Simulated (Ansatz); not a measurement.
**Br2H2OSn: up Jacob's ladder to CCSD(T)**

How much do the methods differ for Br2H2OSn? The plan is to run it at one geometry with functionals of several rungs and with coupled cluster, and see how far each lands from CCSD(T) at the basis-set limit for the atomisation energy.

Method: functionals in def2-TZVPP, the program's frozen cores in correlated methods; program: Ansatz 0.2.0, Gaussian basis.

Levels to be run: LDA (SPW92), PBE-D4, revPBE-D4, BLYP-D4, r2SCAN-D4, B97M-V, PBE0-D4, B3LYP-D4, r2SCANh-D4, r2SCAN0-D4, HSE06-D4, BHLYP-D4, CAM-B3LYP-D4, LC-ωPBE, ωB97X-V, ωB97M-V, B2PLYP, PBE-QIDH; CCSD(T)/def2-SVP; CCSD(T)/def2-TZVPP; MP2/def2-QZVPP; extrapolation to the limit; RPA on PBE.

## Step 1: The geometry

An earlier PBE0-D4 in a triple-zeta def2 set relaxation fixed the geometry. Sn takes the def2 core potential; no spin-orbit term is included.

SMILES `[OH][SnH]([Br])[Br]`, 6 atoms, charge 0, spin multiplicity 1.

Atoms are counted from 1 here; the program's logs count them from 0.

Bond lengths: O1–Sn2 1.941 Å, O1–H5 0.961 Å, Sn2–Br3 2.462 Å, Sn2–Br4 2.462 Å, Sn2–H6 1.691 Å. Angles: Sn2–O1–H5 113.6°, O1–Sn2–Br3 108.5°, O1–Sn2–Br4 108.5°, O1–Sn2–H6 107.9°, Br3–Sn2–Br4 107.0°, Br3–Sn2–H6 112.4°, Br4–Sn2–H6 112.4°.

## Step 2: LDA

This LDA is Slater exchange with PW92 correlation.

Contents of in.yaml:

```yaml
crystal:
  periodic: [false, false, false]
  atoms:
    - {symbol: O, position_ang: [0.192135, 1.342510, -0.847676]}
    - {symbol: Sn, position_ang: [0.019325, -0.088617, 0.452710]}
    - {symbol: Br, position_ang: [1.708510, -1.807502, -0.049788]}
    - {symbol: Br, position_ang: [-2.186926, -1.142032, 0.164199]}
    - {symbol: H, position_ang: [0.090480, 1.050686, -1.757883]}
    - {symbol: H, position_ang: [0.218477, 0.580857, 1.992338]}
basis:
  gaussian: {orbitals: def2-TZVPP}
hamiltonian: {xc: lda}
output: {orbitals: {seedname: orbitals}}
```

Run with:

```bash
$ ansatz run in.yaml --threads 4 --pin off --events-out ev --progress --plain --max-ram 10444MiB
```

The runs that follow: PBE-D4 (GGA); revPBE-D4 (GGA); BLYP-D4 (GGA); r2SCAN-D4 (meta-GGA); B97M-V (meta-GGA); PBE0-D4 (hybrid); B3LYP-D4 (hybrid); r2SCANh-D4 (hybrid); r2SCAN0-D4 (hybrid); HSE06-D4 (hybrid); BHLYP-D4 (hybrid); CAM-B3LYP-D4 (range-separated); LC-ωPBE (range-separated); ωB97X-V (range-separated); ωB97M-V (range-separated); B2PLYP (double hybrid); PBE-QIDH (double hybrid); CCSD(T) in def2-SVP; CCSD(T) in def2-TZVPP; MP2 in def2-QZVPP; RPA on PBE orbitals.

**Question.** What will the summary of the whole plan be? Wanted: atomisation energy, CCSD(T)/CBS; farthest beyond LDA; mean size of error, GGA; mean size of error, meta-GGA; mean size of error, hybrid; mean size of error, range-separated; mean size of error, double hybrid; gap, smallest and largest; T1 diagnostic.

As calculated:

```
                               quantity                                  value
        atomisation energy, CCSD(T)/CBS                              17.519 eV
    functionals within 0.175 eV (1.0 %)       none; nearest PBE-D4 (-0.180 eV)
                    farthest beyond LDA                   BHLYP-D4 (-1.344 eV)
                mean size of error, GGA                               0.565 eV
           mean size of error, meta-GGA                               0.287 eV
             mean size of error, hybrid                               0.785 eV
    mean size of error, range-separated                               0.605 eV
      mean size of error, double hybrid                               0.773 eV
              gap, smallest and largest  4.18 eV (BLYP-D4), 11.42 eV (LC-ωPBE)
                          T1 diagnostic                                 0.0104
triples share of the correlation energy                                  3.3 %
```

In words: LDA overbinds by 2.519 eV (14 %). PBE-D4 misses by -0.180 eV. Double hybrids carry the basis error of their MP2 part in triple zeta, and no dispersion term here, so their miss is partly the set-up's. Taken by rung, meta-GGA functionals do best (0.287 eV on average) and hybrid ones worst beyond LDA (0.785 eV). The mean of the hybrids holds BHLYP, with half exact exchange. The reference freezes the cores and leaves out spin-orbit coupling and excitations past (T), and its outer-core shells are covered unevenly, so misses under about 0.175 eV can't be ranked. All levels share the lack of spin-orbit coupling, which lowers the free heavy atoms and so the true binding. Hartree-Fock recovers 65 % of the binding; the rest is correlation. CCSD(T) in def2-SVP is off by -2.100 eV, more than most functionals: a good method in a small basis is no reference. Orbital gaps span 4.2 to 11.4 eV; exact exchange widens them. Correlated methods include outer-core shells of Br, Sn, which these sets cover unevenly.
